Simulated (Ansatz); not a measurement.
# TiSn3O8: the cost of one run

Computed with Ansatz 0.2.0 (DFT PBE, scalar-relativistic, plane waves, PAW, unless a step's input says otherwise).

## (1) The structure to begin with

Symmetry: Immm, No. 71, orthorhombic system. Conventional cell: a = 6.570 Å, b = 7.214 Å, c = 7.214 Å, α = 90.00°, β = 90.00°, γ = 90.00°. Ti (site symmetry mmm) has 6 O at 2.16 to 2.20 Å as nearest neighbours. Sn (site symmetry 2mm) has 6 O at 2.16 to 2.20 Å as nearest neighbours. Around Sn (site symmetry mmm) lie 6 O at 2.16 to 2.20 Å. O (site symmetry m) has 2 Sn at 2.16 to 2.20 Å and 1 Ti at 2.16 Å as nearest neighbours. O (site symmetry mm2) is surrounded by 2 Sn at 2.16 Å and 1 Ti at 2.20 Å. O (site symmetry mm2) is surrounded by 3 Sn at 2.16 to 2.20 Å.

Coordinates:

```xyz
12
Lattice="-3.2852 3.6071 3.6071 3.2852 -3.6071 3.6071 3.2852 3.6071 -3.6071" Properties=species:S:1:pos:R:3 pbc="T T T"
Ti    0.0000    3.6071    0.0000
Sn    4.9279    0.0000    0.0000
Sn    1.6426    0.0000    0.0000
Sn    0.0000    0.0000    3.6071
O     1.6426    1.4071    3.6071
O     1.6426    5.0142    0.0000
O     3.2852    0.0000    1.4071
O     0.0000    0.0000    1.4071
O     1.6426   -1.4071    3.6071
O     1.6426    2.2001    0.0000
O     0.0000    3.6071    2.2001
O     0.0000    0.0000    5.8072
```

The start is an ordering of an alloy on its end members' structure types: elements ordered on the sites of the TiO2 type, Sn/Ti on Ti (Immm, No. 71).

## (2) Probe: one point on a coarse mesh

The input, input.yaml:

```yaml
crystal:
  lattice:
    - [-3.28524505, 3.60714389, 3.60714389]
    - [3.28524505, -3.60714389, 3.60714389]
    - [3.28524505, 3.60714389, -3.60714389]
  atoms:
    - { symbol: Ti, position: [0.5, 0.0, 0.5], spin: 1.0 }
    - { symbol: Sn, position: [0.0, 0.75, 0.75] }
    - { symbol: Sn, position: [0.0, 0.25, 0.25] }
    - { symbol: Sn, position: [0.5, 0.5, 0.0] }
    - { symbol: O, position: [0.69503999, 0.75, 0.44503999] }
    - { symbol: O, position: [0.69503999, 0.25, 0.94503999] }
    - { symbol: O, position: [0.19503999, 0.69503999, 0.5] }
    - { symbol: O, position: [0.19503999, 0.19503999, 0.0] }
    - { symbol: O, position: [0.30496001, 0.75, 0.05496001] }
    - { symbol: O, position: [0.30496001, 0.25, 0.55496001] }
    - { symbol: O, position: [0.80496001, 0.30496001, 0.5] }
    - { symbol: O, position: [0.80496001, 0.80496001, 0.0] }
basis:
  ecutwfc: 420
kpoints:
  mp_grid: { grid: [4, 4, 4] }
hamiltonian:
  xc: pbe
scf:
  occupations: { method: gaussian, width: 0.1 }
  lower_state_search: "off"
output:
  forces: true
  stress: true
  eigenvalues: true
  populations: true
magnetization:
  spin_polarized: true
```

Launch:

```console
> ansatz run input.yaml --threads 4 --pin off --max-ram 8192MiB --backend cpu --events-out ev --progress --plain --runs-dir out
```

What time and memory should one allow on 4 threads of Arm Neoverse V2, shared host?

About 12 s, with a peak of 0.8 GiB.
